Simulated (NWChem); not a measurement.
# CH5BClN (SMILES CNBCl) at B3LYP/6-31G(d) (spherical functions)

Wanted: a geometry optimisation of CH5BClN. 

The calculation is run with NWChem 7.3.0.

**1. Starting point**

The species is CH5BClN (9 atoms), meant as a singlet with charge 0. SMILES: `CNBCl`. Geometry: relaxed at PBE0-D4/def2-TZVP. This is one conformer, not always the lowest. The run starts from this shape.

Bond lengths: C1–N2 1.445 Å, N2–B3 1.381 Å, B3–Cl4 1.771 Å, C1–H5 1.094 Å, C1–H6 1.094 Å, C1–H7 1.090 Å, N2–H8 1.009 Å, B3–H9 1.192 Å. Some angles: C1–N2–B3 126.0°, N2–B3–Cl4 119.6°, C1–N2–H8 115.0°, B3–N2–H8 119.0°, N2–C1–H5 111.4°, N2–C1–H6 111.4°, N2–C1–H7 109.2°, N2–B3–H9 121.5°, Cl4–B3–H9 118.9°, H5–C1–H6 108.3°.

**2. A geometry optimisation at B3LYP/6-31G(d) (spherical functions)**

struct.xyz reads:

```xyz
9

C      0.510100     0.482100    -0.973400
N     -0.407900    -0.226000    -0.111700
B     -0.261100    -0.415200     1.248200
Cl    -1.495300    -1.314500     2.144800
H      0.907000    -0.170400    -1.756500
H      0.027900     1.338900    -1.452800
H      1.346700     0.849900    -0.380000
H     -1.220500    -0.605500    -0.573900
H      0.681600     0.014200     1.838200
```

struct.nw reads:

```
echo
start struct
memory total 2200 mb

geometry
 load struct.xyz
end

basis spherical bse
 C library 6-31G*
 N library 6-31G*
 B library 6-31G*
 Cl library 6-31G*
 H library 6-31G*
end

dft
 xc b3lyp
 mult 1
 grid fine
 convergence energy 1e-07
 maxiter 100
 mulliken
 print low
end

driver
 maxiter 60
end

freq
 temp 2 298.15 500
end

task dft optimize
task dft frequencies
```

Launch:

```bash
$ nwchem struct.nw > struct.out
```

What it wrote:

```text
[...]
 Group name             Cs
[...]
 d= 0,ls=0.0,diis     1   -580.9432936772 -7.20D+02  1.07D-02  3.92D-01     1.3
[...]
         Total DFT energy =     -580.993382763381
[...]
@    0    -580.99338276  0.0D+00  0.00844  0.00278  0.00000  0.00000     12.2
[...]
         Total DFT energy =     -580.993681918409
[...]
@    1    -580.99368192 -3.0D-04  0.00335  0.00069  0.01370  0.04050     22.3
[...]
@    2    -580.99371624 -3.4D-05  0.00117  0.00028  0.00349  0.00909     36.3
[...]
         Total DFT energy =   -580.993720408787
[...]
@    3    -580.99372041 -4.2D-06  0.00030  0.00006  0.00099  0.00268     43.9
[...]
         Total DFT energy =     -580.993720932110
[...]
         Total DFT energy =   -580.993720932110
                         DFT ENERGY GRADIENTS
    atom               coordinates                        gradient
                 x          y          z           x          y          z
   1 C       0.044598   4.504485   0.000000    0.000026   0.000068   0.000000
   2 N      -0.627563   1.834546   0.000000    0.000036  -0.000112   0.000000
   3 B       1.045254  -0.183775   0.000000   -0.000029  -0.000019   0.000000
   4 Cl     -0.151536  -3.347425   0.000000   -0.000021   0.000007   0.000000
   5 H      -0.695297   5.467785  -1.680179    0.000005  -0.000015   0.000017
   6 H      -0.695297   5.467785   1.680179    0.000005  -0.000015  -0.000017
   7 H       2.100555   4.684845   0.000000   -0.000018  -0.000001   0.000000
   8 H      -2.512231   1.485777   0.000000   -0.000001   0.000021   0.000000
   9 H       3.273001   0.128040   0.000000   -0.000004   0.000067   0.000000
[...]
@    4    -580.99372093 -5.2D-07  0.00008  0.00002  0.00059  0.00165     51.4
[...]
      Optimization converged
[...]
@    4    -580.99372093 -5.2D-07  0.00008  0.00002  0.00059  0.00165     51.4
[...]
 d= 0,ls=0.0,diis     2   -580.9937206539  1.22D-09  1.12D-06  1.89D-08    54.2
         Total DFT energy =     -580.993720653921
      One electron energy =    -1072.446877045020
           Coulomb energy =      399.571629347772
    Exchange-Corr. energy =      -46.609908534236
 Nuclear repulsion energy =      138.491435577563
[...]
 Zero-Point correction to Energy  =   43.944 kcal/mol  (  0.070030 au)
 Thermal correction to Energy     =   51.322 kcal/mol  (  0.081787 au)
 Thermal correction to Enthalpy   =   52.315 kcal/mol  (  0.083370 au)
 Total Entropy                    =   83.605 cal/mol-K
   - Translational                =   41.490 cal/mol-K (mol. weight =  77.0204)
   - Rotational                   =   26.394 cal/mol-K (symmetry #  =        1)
   - Vibrational                  =   15.721 cal/mol-K
 Cv (constant volume heat capacity) =   23.885 cal/mol-K
   - Translational                  =    2.979 cal/mol-K
   - Rotational                     =    2.979 cal/mol-K
   - Vibrational                    =   17.926 cal/mol-K
[...]
 Normal Eigenvalue ||           Projected Infra Red Intensities
  Mode   [cm**-1]  || [atomic units] [(debye/angs)**2] [(KM/mol)] [arbitrary]
 ------ ---------- || -------------- ----------------- ---------- -----------
    1       -0.000 ||    0.003058           0.071         2.981       0.895
    2       -0.000 ||    0.000317           0.007         0.309       0.093
    3       -0.000 ||    0.001006           0.023         0.981       0.295
    4       -0.000 ||    0.000010           0.000         0.009       0.003
    5       -0.000 ||    0.000974           0.022         0.950       0.285
    6       -0.000 ||    0.000960           0.022         0.935       0.281
    7      164.458 ||    0.000380           0.009         0.371       0.111
    8      196.085 ||    0.000776           0.018         0.757       0.227
    9      241.047 ||    0.000854           0.020         0.832       0.250
   10      395.603 ||    0.012208           0.282        11.901       3.574
   11      681.136 ||    0.119089           2.747       116.093      34.870
   12      795.051 ||    0.059901           1.382        58.394      17.539
   13      866.395 ||    0.000432           0.010         0.421       0.127
   14     1006.273 ||    0.011291           0.260        11.007       3.306
[...]
```

Wall time 3.1 min (1 thread of Intel Xeon at 2.60GHz (Ice Lake), shared host); peak memory 0.16 GiB.

Steps, from the record of the run:

```
step  energy from the first frame kept (eV)
   0                                 0.0000
   1                                -0.0081
   2                                -0.0091
   3                                -0.0092
   4                                -0.0092
```

After the run. Bond lengths: C1–N2 1.457 Å, N2–B3 1.387 Å, B3–Cl4 1.790 Å, C1–H5 1.097 Å, C1–H6 1.097 Å, C1–H7 1.092 Å, N2–H8 1.014 Å, B3–H9 1.190 Å. Some angles: C1–N2–B3 126.2°, N2–B3–Cl4 119.6°, C1–N2–H8 114.6°, B3–N2–H8 119.2°, N2–C1–H5 111.3°, N2–C1–H6 111.3°, N2–C1–H7 109.1°, N2–B3–H9 121.7°, Cl4–B3–H9 118.7°, H5–C1–H6 108.3°.

**3. Outcome**

At B3LYP/6-31G* (spherical functions):

```
                   quantity          value
    total energy at the end  -580.99372 Eh
 lowest harmonic wavenumber       164 cm⁻¹
highest harmonic wavenumber      3570 cm⁻¹
          zero-point energy   183.9 kJ/mol
```

What this shows: At the final geometry: Bond lengths: C1–N2 1.457 Å, N2–B3 1.387 Å, B3–Cl4 1.790 Å, C1–H5 1.097 Å, C1–H6 1.097 Å, C1–H7 1.092 Å, N2–H8 1.014 Å, B3–H9 1.190 Å. Some angles: C1–N2–B3 126.2°, N2–B3–Cl4 119.6°, C1–N2–H8 114.6°, B3–N2–H8 119.2°, N2–C1–H5 111.3°, N2–C1–H6 111.3°, N2–C1–H7 109.1°, N2–B3–H9 121.7°, Cl4–B3–H9 118.7°, H5–C1–H6 108.3°. All 21 modes are real, so the shape is a minimum at this level. The optimisation took 5 steps and changed the energy by -0.009 eV. Mulliken charges run from -0.48 on N2 to +0.33 on H8.
